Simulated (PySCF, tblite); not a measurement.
**C₆H₁₂OSi: geometry, infrared bands and NMR shifts**

Aim: predict the infrared bands and NMR shifts of C₆H₁₂OSi (`O=C[C@@H]1CCC[SiH2]C1`).

Computed with tblite 0.8.0 and PySCF 2.14.0, with density-fitted response routines of our own, on a single molecule in the gas phase. Atoms count from 0, in the outputs and in this text.

### 1 Starting geometry

20 atoms, charge 0, multiplicity 1; geometry from: force field or distance geometry start.

Bonds of the start (Å): O0–C1 1.25, C1–C2 1.46, C2–C3 1.52, C3–C4 1.50, C4–C5 1.53, C5–Si6 1.88, Si6–C7 1.89, C7–C2 1.54, C1–H8 1.07, C2–H9 1.11, C3–H10 1.12, C3–H11 1.10, C4–H12 1.10, C4–H13 1.11, C5–H14 1.10, C5–H15 1.10, Si6–H16 1.45, Si6–H17 1.48, C7–H18 1.09, C7–H19 1.10.

### 2 Geometry optimisation with GFN2-xTB

Job settings and geometry (Å):

```
{"job": {"kind": "relax", "xc": "GFN2-xTB", "basis": "xTB"}, "charge": 0, "multiplicity": 1}
O      2.897900    -1.543100     1.065800
C      2.286200    -1.119100     0.055400
C      1.001600    -0.467500     0.308400
C     -0.156600    -1.147500    -0.398700
C     -1.508900    -0.786900     0.138500
C     -1.833700     0.606000    -0.413200
Si    -0.573900     1.739800     0.405600
C      1.076100     1.007500    -0.137500
H      2.740500    -1.262200    -0.907400
H      0.714900    -0.414700     1.381900
H     -0.014400    -2.249700    -0.280200
H     -0.136300    -0.869600    -1.458500
H     -2.274300    -1.483600    -0.230200
H     -1.483500    -0.766100     1.249200
H     -1.564700     0.591100    -1.477600
H     -2.865500     0.921000    -0.200500
H     -0.694300     3.121400    -0.034200
H     -0.619000     1.608000     1.881900
H      1.931700     1.522200     0.289100
H      1.071000     1.003700    -1.240900
```

The run is started by

```sh
> OMP_NUM_THREADS=1 python probes_run.py task.json out
```

This one command runs all jobs of the session in turn.

**Question.** This job is followed by: GFN2-xTB harmonic vibrations, gas phase; GIAO PBE0/pcSseg-1 NMR shielding, non-relativistic, gas phase. Predict these results of the whole session: strongest single infrared mode (GFN2-xTB); zero-point energy (GFN2-xTB); ¹³C shifts against TMS (PBE0/pcSseg-1); ¹H shifts against TMS (PBE0/pcSseg-1); ¹⁷O shifts against H2O (PBE0/pcSseg-1); ²⁹Si shifts against TMS (PBE0/pcSseg-1); surface potential, 1st and 99th percentile.

As calculated:

| quantity | value |
| --- | --- |
| strongest single infrared mode (GFN2-xTB) | 1787 cm⁻¹, 391 km/mol |
| zero-point energy (GFN2-xTB) | 102.7 kcal/mol |
| ¹³C shifts against TMS (PBE0/pcSseg-1) | 206.9, 52.2, 31.6, 26.8, 10.7, 10.1 ppm |
| ¹H shifts against TMS (PBE0/pcSseg-1) | 9.55, 4.26, 4.23, 2.30, 1.90, 1.69, 1.49, 1.06, 1.01, 0.76, 0.66, 0.65 ppm |
| ¹⁷O shifts against H2O (PBE0/pcSseg-1) | 665.6 ppm |
| ²⁹Si shifts against TMS (PBE0/pcSseg-1) | -48.7 ppm |
| surface potential, 1st and 99th percentile | -1.65 V and 0.94 V |

**Reading.** The optimisation took 64 steps and gained 0.701 eV; among the close pairs (by a distance rule), O0–C1 changed most, from 1.255 to 1.199 Å. No mode is imaginary among the 54: a minimum at this level. The strongest single mode, at 1787 cm⁻¹, moves mainly C1 and O0. GFN2-xTB is a fitted tight-binding method: band positions and strengths are rough. Its intensities can rank the bands wrongly. C1 (aldehyde carbonyl carbon) lies farthest downfield among carbon, at 206.9 ppm; the double bond to the heteroatom, with no lone-pair donor beside it, deshields it most. H8 (hydrogen on an aldehyde carbonyl carbon) lies farthest downfield among hydrogen, at 9.55 ppm; the C=O anisotropy and electron withdrawal place aldehyde protons far downfield. At PBE0/pcSseg-1: Shielding is most anisotropic at O0 (span 1248 ppm, paramagnetic term -724 ppm). At PBE0/pcSseg-1, counted by nearest atom on the grid, the HOMO lies on O0 53 %; H8 12 %, the LUMO on C1 40 %; O0 31 %.
